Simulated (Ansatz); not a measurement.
**CH₆NPSi: a ladder of functionals and wavefunction methods**

One table from this session's results is given with a row withheld; the runs are named, their logs left out.

Program: Ansatz 0.2.0, Gaussian basis. Level of theory: functionals in def2-TZVPP, the program's frozen cores in correlated methods. These are calculated values, not measurements.

Plan: LDA (SPW92), PBE-D4, revPBE-D4, BLYP-D4, r2SCAN-D4, B97M-V, PBE0-D4, B3LYP-D4, r2SCANh-D4, r2SCAN0-D4, HSE06-D4, BHLYP-D4, CAM-B3LYP-D4, LC-ωPBE, ωB97X-V, ωB97M-V, B2PLYP, PBE-QIDH; CCSD(T)/def2-SVP; CCSD(T)/def2-TZVPP; MP2/def2-QZVPP; extrapolation to the limit; RPA on PBE.

**The geometry**

All runs share one geometry, relaxed beforehand with PBE0-D4 in a triple-zeta def2 set.

SMILES `C1NP[SiH2]1`, 10 atoms, charge 0, spin multiplicity 1.

Atoms are counted from 1 here; the program's logs count them from 0.

Bond lengths: C1–N2 1.466 Å, C1–Si4 1.900 Å, C1–H5 1.094 Å, C1–H6 1.100 Å, N2–P3 1.737 Å, N2–H7 1.012 Å, P3–Si4 2.263 Å, P3–H8 1.446 Å, Si4–H9 1.486 Å, Si4–H10 1.487 Å. Angles: N2–C1–Si4 91.6°, N2–C1–H5 113.0°, N2–C1–H6 113.5°, Si4–C1–H5 118.7°, Si4–C1–H6 110.6°, H5–C1–H6 108.8°, C1–N2–P3 108.8°, C1–N2–H7 117.6°, P3–N2–H7 119.0°, N2–P3–Si4 73.5°, N2–P3–H8 101.5°, Si4–P3–H8 89.9°, C1–Si4–P3 77.1°, C1–Si4–H9 113.6°, C1–Si4–H10 118.5°, P3–Si4–H9 114.1°, P3–Si4–H10 120.8°, H9–Si4–H10 109.6°.

As a file:

```
C    -0.51887    0.75367   -0.28027
N     0.38871    0.86721    0.86523
P     0.97388   -0.71598    1.27586
Si    0.38227   -0.79731   -0.90738
H    -0.52593    1.64735   -0.91069
H    -1.55423    0.51242    0.00359
H     0.12652    1.50054    1.60910
H    -0.25305   -1.39361    1.63148
H     1.49312   -0.49989   -1.84811
H    -0.42922   -1.92552   -1.43580
```

Set-up of the first run:

Input file in.yaml:

```yaml
crystal:
  periodic: [false, false, false]
  atoms:
    - {symbol: C, position_ang: [-0.518867, 0.753665, -0.280266]}
    - {symbol: N, position_ang: [0.388714, 0.867215, 0.865229]}
    - {symbol: P, position_ang: [0.973882, -0.715978, 1.275863]}
    - {symbol: Si, position_ang: [0.382274, -0.797308, -0.907383]}
    - {symbol: H, position_ang: [-0.525930, 1.647348, -0.910694]}
    - {symbol: H, position_ang: [-1.554234, 0.512422, 0.003585]}
    - {symbol: H, position_ang: [0.126517, 1.500544, 1.609101]}
    - {symbol: H, position_ang: [-0.253054, -1.393608, 1.631476]}
    - {symbol: H, position_ang: [1.493120, -0.499886, -1.848109]}
    - {symbol: H, position_ang: [-0.429222, -1.925515, -1.435801]}
basis:
  gaussian: {orbitals: def2-TZVPP}
hamiltonian: {xc: lda}
output: {orbitals: {seedname: orbitals}}
```

Among the steps run: LDA; PBE-D4 (GGA); revPBE-D4 (GGA); BLYP-D4 (GGA); r2SCAN-D4 (meta-GGA); B97M-V (meta-GGA); PBE0-D4 (hybrid); B3LYP-D4 (hybrid); r2SCANh-D4 (hybrid); r2SCAN0-D4 (hybrid); HSE06-D4 (hybrid); BHLYP-D4 (hybrid); CAM-B3LYP-D4 (range-separated); LC-ωPBE (range-separated); ωB97X-V (range-separated); ωB97M-V (range-separated); B2PLYP (double hybrid); PBE-QIDH (double hybrid).

One table of the session follows, with a row left open; its other results are not shown here.

It belongs to the step «Frontier levels by functional». 

```
  functional  HOMO (eV)  gap (eV)
 LDA (SPW92)      -5.52      4.09
      PBE-D4      -5.44      4.21
   revPBE-D4          ?         ?
     BLYP-D4      -5.31      4.22
   r2SCAN-D4      -5.68      4.73
      B97M-V      -5.84      4.79
     PBE0-D4      -6.68      6.32
    B3LYP-D4      -6.47      5.91
  r2SCANh-D4      -6.14      5.51
  r2SCAN0-D4      -6.84      6.65
    HSE06-D4      -6.28      5.55
    BHLYP-D4      -7.78      8.35
CAM-B3LYP-D4      -7.99      8.67
     LC-ωPBE      -9.31     11.12
     ωB97X-V      -8.99     10.68
     ωB97M-V      -8.87     10.28
```

**Question.** Estimate the row for revPBE-D4.

The run gave: HOMO (eV): -5.40; gap (eV): 4.25. In the column «HOMO (eV)» it lies between PBE-D4 (-5.44) and BLYP-D4 (-5.31).
